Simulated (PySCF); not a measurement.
# H3O3Tl (Tl(OH)3): the cost of one run

The runs use PySCF 2.14.0; PBE0, Tl def2-SVP with ECP60, O def2-SVP, H def2-SVP; scalar-relativistic core potentials, no spin–orbit coupling.

1 further run of the same task is left out (for a known fault of the program).

### 1 The system as given

7 atoms, charge 0, spin multiplicity 1.

Bond lengths: Tl1–O2 1.962 Å, Tl1–O4 1.962 Å, Tl1–O6 1.962 Å, O2–H3 0.966 Å, O4–H5 0.966 Å, O6–H7 0.966 Å. Angles: O2–Tl1–O4 120.0°, O2–Tl1–O6 120.0°, O4–Tl1–O6 120.0°, Tl1–O2–H3 158.7°, Tl1–O4–H5 158.7°, Tl1–O6–H7 158.7°.

Geometry (Å):

```xyz
7

Tl    0.0000    0.0000    0.0000
O     1.9624    0.0000    0.0000
H     2.8624    0.0000    0.3500
O    -0.9812    1.6995    0.0000
H    -1.4312    2.4789    0.3500
O    -0.9812   -1.6995    0.0000
H    -1.4312   -2.4789    0.3500
```

Formal oxidation states: Tl +3.

### 2 SCF at the start, singlet

The input, run.py (the lines that set the calculation):

```python
mol = gto.M(atom='''
Tl     0.00000     0.00000     0.00000
O      1.96240     0.00000     0.00000
H      2.86240     0.00000     0.35000
O     -0.98120     1.69950     0.00000
H     -1.43120     2.47890     0.35000
O     -0.98120    -1.69950     0.00000
H     -1.43120    -2.47890     0.35000''',
    basis={'Tl': 'def2-SVP', 'O': 'def2-SVP', 'H': 'def2-SVP'},
    ecp={'Tl': 'def2-SVP'},
    charge=0, spin=0)
mf = dft.RKS(mol, xc='PBE0')
mf.grids.atom_grid = (50, 194)
mf = mf.density_fit()  # fitting sets: Tl def2-universal-JKFIT, O def2-universal-JKFIT, H def2-universal-JKFIT
mf.conv_tol = 1e-08; mf.max_cycle = 55
mf.kernel(dm0)  # dm0: free metal ions and neutral atoms
```

Run with:

```console
$ OMP_NUM_THREADS=2 python run.py
```

Q: Estimate wall time and peak memory on 2 threads of Arm Neoverse V2, shared host.

About 1.4 s, with a peak of 0.42 GiB.
